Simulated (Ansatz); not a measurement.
# Sb2Ru: the cost of one run

Program: Ansatz 0.2.0. Level of theory: DFT PBEsol, scalar-relativistic, plane waves, PAW, and further levels as typed in the inputs. These are calculated values, not measurements.

### Step 1. The starting structure

The structure is orthorhombic, space group Pnnm (No. 58). Conventional cell: a = 5.951 Å, b = 6.674 Å, c = 3.179 Å, α = 90.00°, β = 90.00°, γ = 90.00°. Around Sb (site symmetry m) lie 3 Ru at 2.63 to 2.65 Å and 1 Sb at 2.86 Å. Ru (site symmetry 2/m) is surrounded by 6 Sb at 2.63 to 2.65 Å.

Coordinates:

```
CELL_PARAMETERS angstrom
5.95140 0.00000 0.00000
0.00000 6.67430 0.00000
0.00000 0.00000 3.17900
ATOMIC_POSITIONS crystal
Sb 0.18120 0.35900 0.00000
Sb 0.81880 0.64100 0.00000
Sb 0.68120 0.14100 0.50000
Sb 0.31880 0.85900 0.50000
Ru 0.00000 0.00000 0.00000
Ru 0.50000 0.50000 0.50000
```

The structure rests on an entry of the Crystallography Open Database; cell or positions may have been set otherwise for this series.

### Step 2. Single point: Sb2Ru, no spin

File input.yaml:

```yaml
crystal:
  lattice:
    - [5.9514, 0.0, 0.0]
    - [0.0, 6.6743, 0.0]
    - [0.0, 0.0, 3.179]
  atoms:
    - { symbol: Sb, position: [0.1812, 0.359, 0.0] }
    - { symbol: Sb, position: [0.8188, 0.641, 0.0] }
    - { symbol: Sb, position: [0.6812, 0.141, 0.5] }
    - { symbol: Sb, position: [0.3188, 0.859, 0.5] }
    - { symbol: Ru, position: [0.0, 0.0, 0.0] }
    - { symbol: Ru, position: [0.5, 0.5, 0.5] }
scf:
  occupations: { method: gaussian, width: 0.01 }
output:
  forces: false
  stress: false
  eigenvalues: true
  write_density: true
  write_potential: true
  elf: true
  volumetric_format: npy
kpoints:
  mp_grid: { grid: [8, 8, 16] }
  band_path:
    path:
      - [[0.0, 0.0, 0.0], [0.5, 0.0, 0.0], [0.5, 0.5, 0.0], [0.0, 0.5, 0.0], [0.0, 0.0, 0.0], [0.0, 0.0, 0.5], [0.5, 0.0, 0.5], [0.5, 0.5, 0.5], [0.0, 0.5, 0.5], [0.0, 0.0, 0.5]]
      - [[0.5, 0.0, 0.0], [0.5, 0.0, 0.5]]
      - [[0.0, 0.5, 0.0], [0.0, 0.5, 0.5]]
      - [[0.5, 0.5, 0.0], [0.5, 0.5, 0.5]]
    npoints: 16
hamiltonian:
  xc: pbesol
```

Run with:

```
$ ansatz run input.yaml --threads 8 --pin off --max-ram 22528MiB --backend cpu --events-out ev --progress --plain --runs-dir out
```

**Question.** How long does this run take on 8 threads of Intel Xeon Platinum 8259CL at 2.50GHz (Skylake/Cascade Lake), shared host, and how much memory does it need?

About 21 s, with a peak of 1.6 GiB.
